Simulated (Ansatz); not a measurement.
# GaH₈NSi₂: a ladder of functionals and wavefunction methods

An exercise on one series of results from a longer session: the logs are not shown, and one member is left open.

Computed with Ansatz 0.2.0, Gaussian basis. Level: functionals in def2-TZVPP, the program's frozen cores in correlated methods.

The runs, in order: LDA (SPW92), PBE-D4, revPBE-D4, BLYP-D4, r2SCAN-D4, B97M-V, PBE0-D4, B3LYP-D4, r2SCANh-D4, r2SCAN0-D4, HSE06-D4, BHLYP-D4, CAM-B3LYP-D4, LC-ωPBE, ωB97X-V, ωB97M-V, B2PLYP, PBE-QIDH; CCSD(T)/def2-SVP; CCSD(T)/def2-TZVPP; MP2/def2-QZVPP; extrapolation to the limit; RPA on PBE.

## The relaxed structure

The geometry comes from an earlier relaxation with PBE0-D4 in a triple-zeta def2 set; it is a stationary point, not always the lowest conformer.

SMILES `[SiH3][N]([SiH3])[GaH2]`, 12 atoms, charge 0, spin multiplicity 1.

Atoms are counted from 1 here; the program's logs count them from 0.

Bond lengths: Si1–N2 1.735 Å, Si1–H5 1.485 Å, Si1–H6 1.490 Å, Si1–H7 1.489 Å, N2–Si3 1.735 Å, N2–Ga4 1.854 Å, Si3–H8 1.485 Å, Si3–H9 1.490 Å, Si3–H10 1.489 Å, Ga4–H11 1.559 Å, Ga4–H12 1.559 Å. Angles: N2–Si1–H5 109.3°, N2–Si1–H6 110.9°, N2–Si1–H7 111.0°, H5–Si1–H6 109.1°, H5–Si1–H7 109.0°, H6–Si1–H7 107.4°, Si1–N2–Si3 119.0°, Si1–N2–Ga4 120.5°, Si3–N2–Ga4 120.5°, N2–Si3–H8 109.3°, N2–Si3–H9 110.9°, N2–Si3–H10 111.0°, H8–Si3–H9 109.1°, H8–Si3–H10 109.0°, H9–Si3–H10 107.4°, N2–Ga4–H11 116.1°, N2–Ga4–H12 116.1°, H11–Ga4–H12 127.8°.

The first run:

Input file in.yaml:

```yaml
crystal:
  periodic: [false, false, false]
  atoms:
    - {symbol: Si, position_ang: [-0.429443, 1.399105, -0.800204]}
    - {symbol: N, position_ang: [-0.056209, -0.119470, -0.048691]}
    - {symbol: Si, position_ang: [1.016146, -0.143478, 1.314989]}
    - {symbol: Ga, position_ang: [-0.791869, -1.694494, -0.694625]}
    - {symbol: H, position_ang: [-1.391378, 1.175192, -1.909702]}
    - {symbol: H, position_ang: [-1.030053, 2.343868, 0.182404]}
    - {symbol: H, position_ang: [0.798558, 2.042632, -1.344701]}
    - {symbol: H, position_ang: [1.206143, -1.545892, 1.766190]}
    - {symbol: H, position_ang: [2.340975, 0.437360, 0.959522]}
    - {symbol: H, position_ang: [0.464960, 0.659294, 2.442051]}
    - {symbol: H, position_ang: [-1.741344, -1.554607, -1.923596]}
    - {symbol: H, position_ang: [-0.386508, -2.999519, 0.056384]}
basis:
  gaussian: {orbitals: def2-TZVPP}
hamiltonian: {xc: lda}
output: {orbitals: {seedname: orbitals}}
```

Launch:

```console
> ansatz run in.yaml --threads 4 --pin off --events-out ev --progress --plain --max-ram 10444MiB
```

Steps of the session up to this table: LDA; PBE-D4 (GGA); revPBE-D4 (GGA); BLYP-D4 (GGA); r2SCAN-D4 (meta-GGA); B97M-V (meta-GGA); PBE0-D4 (hybrid); B3LYP-D4 (hybrid); r2SCANh-D4 (hybrid); r2SCAN0-D4 (hybrid); HSE06-D4 (hybrid); BHLYP-D4 (hybrid); CAM-B3LYP-D4 (range-separated); LC-ωPBE (range-separated); ωB97X-V (range-separated); ωB97M-V (range-separated); B2PLYP (double hybrid); PBE-QIDH (double hybrid).

One table of the session follows, with a row left open; its other results are not shown here.

| functional | HOMO (eV) | LUMO (eV) | gap (eV) |
| --- | --- | --- | --- |
| LDA (SPW92) | -6.66 | -2.42 | 4.24 |
| PBE-D4 | -6.55 | -2.17 | 4.38 |
| revPBE-D4 | -6.50 | -2.06 | 4.44 |
| BLYP-D4 | -6.43 | -2.11 | 4.32 |
| r2SCAN-D4 | -6.82 | -1.91 | 4.91 |
| B97M-V | -6.98 | -2.20 | 4.78 |
| PBE0-D4 | -7.76 | -1.38 | 6.38 |
| B3LYP-D4 | -7.55 | -1.65 | 5.91 |
| r2SCANh-D4 | -7.27 | -1.63 | 5.64 |
| r2SCAN0-D4 | -7.96 | -1.23 | 6.73 |
| HSE06-D4 | -7.36 | -1.75 | 5.62 |
| BHLYP-D4 | -8.91 | -0.64 | 8.27 |
| CAM-B3LYP-D4 | ? | ? | ? |
| LC-ωPBE | -10.44 | 0.68 | 11.12 |
| ωB97X-V | -10.11 | 0.52 | 10.63 |
| ωB97M-V | -10.01 | 0.28 | 10.29 |

Q: Estimate the row for CAM-B3LYP-D4 from the others.

The run gave: HOMO (eV): -9.10; LUMO (eV): -0.49; gap (eV): 8.60. In the column «HOMO (eV)» it lies between ωB97M-V (-10.01) and BHLYP-D4 (-8.91).
